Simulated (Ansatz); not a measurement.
## MnHg3 under changes of volume

One of the cells (21.556 Å³/atom); the others are scaled copies at fixed shape and fractional positions:

```
Hg Mn
1.0
     4.41785    0.00000    0.00000
     0.00000    4.41785    0.00000
     0.00000    0.00000    4.41785
Hg Mn
3 1
Direct
  0.50000 0.50000 0.00000
  0.00000 0.50000 0.50000
  0.50000 0.00000 0.50000
  0.00000 0.00000 0.00000
```

The cell comes from a database or a generator and needn't be the stable form of this composition.

```yaml
Program: Ansatz 0.2.0
Functional: PBE
Potentials_or_basis: Ansatz PAW
Cutoff: "420 eV (not typed: the program's choice for these potentials)"
k_mesh: 6 × 6 × 6
Occupations: fermi-dirac, width 0.05 eV
Spin: collinear spin, ferromagnetic start
Starting_moments: "[0.0, 0.0, 0.0, 4.0] μB"
```

```tsv
volume (Å³/atom)	energy over the lowest point (meV/atom)	pressure (GPa)	moment (μB per cell)
20.263	10.87	3.1	3.99
20.694	4.27	1.8	4.07
21.125	?	?	?
21.556	0.00	0.0	4.27
21.987	0.63	-0.7	4.36
22.418	3.24	-1.5	4.40
22.850	8.07	-2.2	4.42
```

Q: What does the run at 21.125 Å³/atom give?

A: Energy over the lowest point 1.01 meV/atom; pressure 0.8 GPa; moment 4.15 μB per cell.

Worked out: A Birch-Murnaghan fit of order 3 (a polynomial in V^(-2/3)) to the other rows has its minimum at 21.57 Å³/atom with B0 = V·E''(V) = 39 GPa and B' = 5.2. It gives 0.90 meV/atom at 21.125 Å³/atom, against the run's 1.01, and -dE/dV = 0.9 GPa, against 0.8. A parabola through the other rows of the moment, of slope 0.213 μB per Å³/atom there, gives 4.19 μB, against the run's 4.15.

Energies are extrapolated to zero smearing.
